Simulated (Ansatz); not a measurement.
# H7N2SbSi: the cost of one run

All numbers below are computed with Ansatz 0.2.0 (RKS PBE-D4/def2-SVP).

1 further run of the same task is left out (it didn't finish).

**1. The system as given**

Bond lengths: N1–Si2 1.731 Å, Si2–N3 1.771 Å, Si2–Sb4 2.539 Å, N1–H5 1.100 Å, N1–H6 1.066 Å, Si2–H7 1.491 Å, N3–H8 1.113 Å, N3–H9 1.094 Å, Sb4–H10 1.710 Å, Sb4–H11 1.810 Å. Angles (14 of 15 angles, heavy atoms first): N1–Si2–N3 107.6°, N1–Si2–Sb4 111.2°, N3–Si2–Sb4 109.2°, N1–Si2–H7 111.4°, N3–Si2–H7 109.7°, Sb4–Si2–H7 107.7°, Si2–N1–H5 107.6°, Si2–N1–H6 109.7°, Si2–N3–H8 105.3°, Si2–N3–H9 107.8°, Si2–Sb4–H10 91.5°, Si2–Sb4–H11 88.9°, H5–N1–H6 102.3°, H8–N3–H9 103.3°.

As a file:

```xyz
11

N    -1.7069    0.6932    0.1381
Si    0.0001    0.4141    0.0826
N     0.3702   -0.8775    1.2360
Sb    0.7390   -0.3033   -2.2378
H    -1.9318    1.5137   -0.5593
H    -1.9718    1.1176    1.0798
H     0.7635    1.6436    0.4427
H     1.4767   -0.9942    1.2020
H     0.1885   -0.4890    2.2427
H     2.2283   -0.8845   -1.6318
H    -0.0903   -1.8906   -1.9743
```

**2. End point A**

input.yaml

```yaml
crystal:
  periodic: [false, false, false]
  atoms:
    - { symbol: "N", position_ang: [-1.7069, 0.6932, 0.1381] }
    - { symbol: Si, position_ang: [0.0001, 0.4141, 0.0826] }
    - { symbol: "N", position_ang: [0.3702, -0.8775, 1.236] }
    - { symbol: Sb, position_ang: [0.739, -0.3033, -2.2378] }
    - { symbol: H, position_ang: [-1.9318, 1.5137, -0.5593] }
    - { symbol: H, position_ang: [-1.9718, 1.1176, 1.0798] }
    - { symbol: H, position_ang: [0.7635, 1.6436, 0.4427] }
    - { symbol: H, position_ang: [1.4767, -0.9942, 1.202] }
    - { symbol: H, position_ang: [0.1885, -0.489, 2.2427] }
    - { symbol: H, position_ang: [2.2283, -0.8845, -1.6318] }
    - { symbol: H, position_ang: [-0.0903, -1.8906, -1.9743] }
basis:
  gaussian: { orbitals: def2-SVP }
hamiltonian:
  xc: pbe
  dispersion: d4
relax:
  f_tol: 0.015
  max_steps: 40
```

Run with:

```sh
$ ansatz run input.yaml --threads 2 --pin off --max-ram 3072MiB --backend cpu --events-out ev --progress --plain --runs-dir out
```

Q: Estimate wall time and peak memory on 2 threads of Arm Neoverse V1, shared host.

About 60 s, with a peak of 0.15 GiB.
